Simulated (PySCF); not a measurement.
**Be²⁺ with other numerical set-ups**

Aim: see how much the energy and properties of Be²⁺ depend on the numerical set-up.

Computed with PySCF 2.14.0. Level: method and basis as typed in the scripts.

## Step 1: The atom

Be²⁺: 1 atom, charge 2, spin multiplicity 1.

## Step 2: Base script

Contents of input.py:

```python
from pyscf import gto, scf, mp

mol = gto.M(
    atom='Be 0 0 0',
    basis='jorge-dzp-dkh',
    charge=2,
    spin=0,
    symmetry=True,
    verbose=3,
)
mf = scf.RHF(mol)
mf = mf.sfx2c1e()
mf = mf.density_fit(auxbasis='def2-universal-jkfit')
mf.kernel()
mp.MP2(mf).kernel()
mf.dip_moment()
print('orbital energies (hartree):', mf.mo_energy[..., max(0, mol.nelec[1]-3):mol.nelec[0]+3].round(4))
```

Started as:

```bash
> python input.py
```

The log of this run is left out.

In short: E(SCF) = -13.612933 Eh, E(MP2) − E(SCF) = -0.01224 Eh.

## Step 3: Spin-free X2C off

Edit 1 changes spin-free X2C: on → off.

Contents of input.py:

```python
from pyscf import gto, scf, mp

mol = gto.M(
    atom='Be 0 0 0',
    basis='jorge-dzp-dkh',
    charge=2,
    spin=0,
    symmetry=True,
    verbose=3,
)
mf = scf.RHF(mol)
mf = mf.density_fit(auxbasis='def2-universal-jkfit')
mf.kernel()
mp.MP2(mf).kernel()
mf.dip_moment()
print('orbital energies (hartree):', mf.mo_energy[..., max(0, mol.nelec[1]-3):mol.nelec[0]+3].round(4))
```

Started as:

```bash
> python input.py
```

## Step 4: 6-31g(3d)

Edit 2 changes basis set: jorge-dzp-dkh → 6-31g(3d).

input.py, as its differences from that of step 2:

```diff
@@ -4,3 +4,3 @@
     atom='Be 0 0 0',
-    basis='jorge-dzp-dkh',
+    basis='6-31g(3d)',
     charge=2,
```

## Step 5: 6-31g (X2C off)

Edit 3 changes basis set: jorge-dzp-dkh → 6-31g; spin-free X2C: on → off.

input.py, as its differences from that of step 2:

```diff
@@ -4,3 +4,3 @@
     atom='Be 0 0 0',
-    basis='jorge-dzp-dkh',
+    basis='6-31g',
     charge=2,
@@ -11,3 +11,2 @@
 mf = scf.RHF(mol)
-mf = mf.sfx2c1e()
 mf = mf.density_fit(auxbasis='def2-universal-jkfit')
```

## Step 6: Jorge-tzp-dkh

Edit 4 changes basis set: jorge-dzp-dkh → jorge-tzp-dkh.

input.py, as its differences from that of step 2:

```diff
@@ -4,3 +4,3 @@
     atom='Be 0 0 0',
-    basis='jorge-dzp-dkh',
+    basis='jorge-tzp-dkh',
     charge=2,
```

## Step 7: 3-21g (X2C off)

Edit 5 changes basis set: jorge-dzp-dkh → 3-21g; spin-free X2C: on → off.

input.py, as its differences from that of step 2:

```diff
@@ -4,3 +4,3 @@
     atom='Be 0 0 0',
-    basis='jorge-dzp-dkh',
+    basis='3-21g',
     charge=2,
@@ -11,3 +11,2 @@
 mf = scf.RHF(mol)
-mf = mf.sfx2c1e()
 mf = mf.density_fit(auxbasis='def2-universal-jkfit')
```

What does the calculation give? Wanted: for each run, E(SCF); from base; gap; after the SCF.

As calculated:

```tsv
run	E(SCF) (hartree)	from base (eV)	gap (eV)	functions	after the SCF
base	-13.612933	0	136.12	15	MP2 correlation -0.333 eV
spin-free X2C off (poor choice)	-13.610519	not comparable	136.10	15	MP2 correlation -0.333 eV
6-31g(3d)	-13.612023	not comparable	136.15	24	MP2 correlation -0.014 eV
6-31g (X2C off)	-13.609739	not comparable	136.12	9	MP2 correlation -0.013 eV
jorge-tzp-dkh	-13.613401	-0.0127	136.11	31	MP2 correlation -0.343 eV
3-21g (X2C off)	-13.530288	not comparable	135.24	9	MP2 correlation -0.011 eV
```

In words: jorge-tzp-dkh (31 functions) gives an energy 0.01 eV lower than jorge-dzp-dkh (15). Rows marked «poor choice» come from settings spoiled on purpose.
